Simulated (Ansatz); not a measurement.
# EuHg2: the cost of one run

Method: DFT PBEsol, scalar-relativistic, plane waves, PAW, in Ansatz 0.2.0.

1 further run of the same task is left out (it didn't finish).

### 1 Starting point

It takes space group P6/mmm (No. 191, hexagonal). Conventional cell: a = 4.947 Å, b = 4.947 Å, c = 3.551 Å, α = 90.00°, β = 90.00°, γ = 120.00°. Eu (site symmetry 6/mmm) is surrounded by 12 Hg at 3.36 Å and 2 Eu at 3.55 Å. Around Hg (site symmetry -6m2) lie 3 Hg at 2.86 Å.

Coordinates:

```cif
data_structure
_symmetry_space_group_name_H-M 'P6/mmm'
_symmetry_Int_Tables_number 191
_cell_length_a 4.9471
_cell_length_b 4.9471
_cell_length_c 3.5508
_cell_angle_alpha 90.000
_cell_angle_beta 90.000
_cell_angle_gamma 120.000
_cell_volume 75.26
loop_
_atom_site_label
_atom_site_type_symbol
_atom_site_symmetry_multiplicity
_atom_site_Wyckoff_symbol
_atom_site_fract_x
_atom_site_fract_y
_atom_site_fract_z
_atom_site_occupancy
Eu1 Eu 1 a 0.00000 0.00000 0.00000 1
Hg1 Hg 2 d 0.33333 0.66667 0.50000 1
```

This cell comes from an earlier session at PBEsol: 25.087 Å³/atom at -0.01 GPa, on a 8×8×6 mesh.

The changes: atom 3 (Hg) moved 0.05 Å along z; strain e1 = +0.03, atoms carried along.

### 2 Atom 3 (Hg) moved 0.05 Å along z

The input, input.yaml:

```yaml
crystal:
  lattice:
    - [4.9471477246, 0.0, 0.0]
    - [-2.4735738623, 4.2843556058, 0.0]
    - [0.0, 0.0, 3.550837403]
  atoms:
    - { symbol: Eu, position: [0.0, 0.0, 0.0], spin: 7.48 }
    - { symbol: Hg, position: [0.3333333333, 0.6666666667, 0.5] }
    - { symbol: Hg, position: [0.6666666667, 0.3333333333, 0.5140811855] }
basis:
  ecutwfc: 420
  ecutrho_ratio: 4
kpoints:
  mp_grid: { grid: [8, 8, 6] }
hamiltonian:
  xc: pbesol
scf:
  occupations: { method: gaussian, width: 0.05 }
  lower_state_search: "off"
output:
  forces: true
  stress: true
  eigenvalues: true
  populations: true
magnetization:
  spin_polarized: true
checkpoint:
  read: start.run
  write: ck
  compress: false
  write_wavefunctions: false
  write_every: 100000
```

start.run holds the converged state of the cell before the atoms were moved.

Run with:

```console
$ ansatz run input.yaml --threads 4 --pin off --max-ram 4096MiB --backend cpu --events-out ev --progress --plain --runs-dir out
```

**Question.** How long does this run take on 4 threads of an Arm CPU, shared host, and how much memory does it need?

About 9.3 s, with a peak of 0.51 GiB.
